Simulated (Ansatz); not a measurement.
# C₃H₅F₃O: taking an electron away

Aim: the vertical ionisation energy of C₃H₅F₃O, as cation minus neutral at the neutral's geometry, on several levels, and how well −ε(HOMO) stands in for it.

Computed with Ansatz 0.2.0, Gaussian basis. Level: unrestricted cation, the program's frozen cores in correlated methods.

Levels to be run: UKS PBE-D4/def2-TZVPP; UKS r2SCAN-D4/def2-TZVPP; UKS PBE0-D4/def2-TZVPP; UKS B3LYP-D4/def2-TZVPP; UKS wB97X-V/def2-TZVPP; UKS wB97M-V/def2-TZVPP; UKS B2PLYP/def2-TZVPP; UHF-CCSD(T)/def2-TZVPP; UHF-MP2/def2-QZVPP; extrapolation to the limit; then −ε(HOMO) from the neutral's earlier runs with LDA (SPW92), PBE-D4, revPBE-D4, BLYP-D4, r2SCAN-D4, B97M-V, PBE0-D4, B3LYP-D4, r2SCANh-D4, r2SCAN0-D4, HSE06-D4, BHLYP-D4, CAM-B3LYP-D4, LC-ωPBE, ωB97X-V, ωB97M-V.

### 1 Structure used throughout

An earlier PBE0-D4 in a triple-zeta def2 set relaxation fixed the geometry.

12 atoms, charge 0, spin multiplicity 1.

Atoms are counted from 1 here; the program's logs count them from 0.

Bond lengths: C1–C2 1.504 Å, C1–H8 1.092 Å, C1–H9 1.091 Å, C1–H10 1.091 Å, C2–O3 1.437 Å, C2–H11 1.093 Å, C2–H12 1.093 Å, O3–C4 1.332 Å, C4–F5 1.343 Å, C4–F6 1.343 Å, C4–F7 1.323 Å. Angles: C2–C1–H8 109.6°, C2–C1–H9 110.8°, C2–C1–H10 110.8°, H8–C1–H9 108.5°, H8–C1–H10 108.5°, H9–C1–H10 108.6°, C1–C2–O3 107.4°, C1–C2–H11 111.4°, C1–C2–H12 111.4°, O3–C2–H11 108.9°, O3–C2–H12 108.9°, H11–C2–H12 108.8°, C2–O3–C4 116.1°, O3–C4–F5 112.8°, O3–C4–F6 112.8°, O3–C4–F7 108.5°, F5–C4–F6 106.3°, F5–C4–F7 108.1° and more.

### 2 Cation, UKS PBE-D4/def2-TZVPP

Input file in.yaml:

```yaml
crystal:
  periodic: [false, false, false]
  atoms:
    - {symbol: C, position_ang: [-0.061620, -1.807985, 0.058025]}
    - {symbol: C, position_ang: [0.080828, -0.402175, -0.455819]}
    - {symbol: O, position_ang: [-0.113936, 0.483648, 0.658156]}
    - {symbol: C, position_ang: [-0.012969, 1.786243, 0.396261]}
    - {symbol: F, position_ang: [1.196099, 2.129894, -0.076155]}
    - {symbol: F, position_ang: [-0.906248, 2.204944, -0.514668]}
    - {symbol: F, position_ang: [-0.222715, 2.457398, 1.517505]}
    - {symbol: H, position_ang: [0.079322, -2.513843, -0.762753]}
    - {symbol: H, position_ang: [-1.053553, -1.966864, 0.483772]}
    - {symbol: H, position_ang: [0.684269, -2.017842, 0.826159]}
    - {symbol: H, position_ang: [-0.667663, -0.178820, -1.220583]}
    - {symbol: H, position_ang: [1.075187, -0.229698, -0.876000]}
basis:
  gaussian: {orbitals: def2-TZVPP}
total_charge: 1
magnetization: {spin_polarized: true, initial_magnetization: 1}
hamiltonian: {xc: pbe, dispersion: d4}
```

After this run come: Cation, UKS r2SCAN-D4/def2-TZVPP; Cation, UKS PBE0-D4/def2-TZVPP; Cation, UKS B3LYP-D4/def2-TZVPP; Cation, UKS wB97X-V/def2-TZVPP; Cation, UKS wB97M-V/def2-TZVPP; Cation, UKS B2PLYP (frozen core)/def2-TZVPP; Cation, UHF-CCSD(T)/def2-TZVPP; Cation, UHF-MP2/def2-QZVPP.

Q: Predict the results of all the runs planned. Wanted: ionisation energy, CCSD(T)/CBS; nearest functional by difference; nearest −ε(HOMO); −ε(HOMO) of PBE; T1 of the cation.

As calculated:

| quantity | value |
| --- | --- |
| ionisation energy, CCSD(T)/CBS | 12.17 eV |
| nearest functional by difference | B2PLYP (-0.34 eV) |
| nearest −ε(HOMO) | LC-ωPBE (-0.08 eV) |
| −ε(HOMO) of PBE | 7.54 eV |
| T1 of the cation | 0.032 |

In words: By cation minus neutral, the functionals miss by 1.07 eV at most. The PBE orbital energy is 4.6 eV too small: a semilocal HOMO is no ionisation energy. Among orbital estimates LC-ωPBE comes nearest. Hartree-Fock falls 1.11 eV short, as the neutral has more correlation energy than the cation. The cation's T1 (from the report) is 0.032, near the customary mark of 0.045 for open shells, so the coupled-cluster value is less safe.
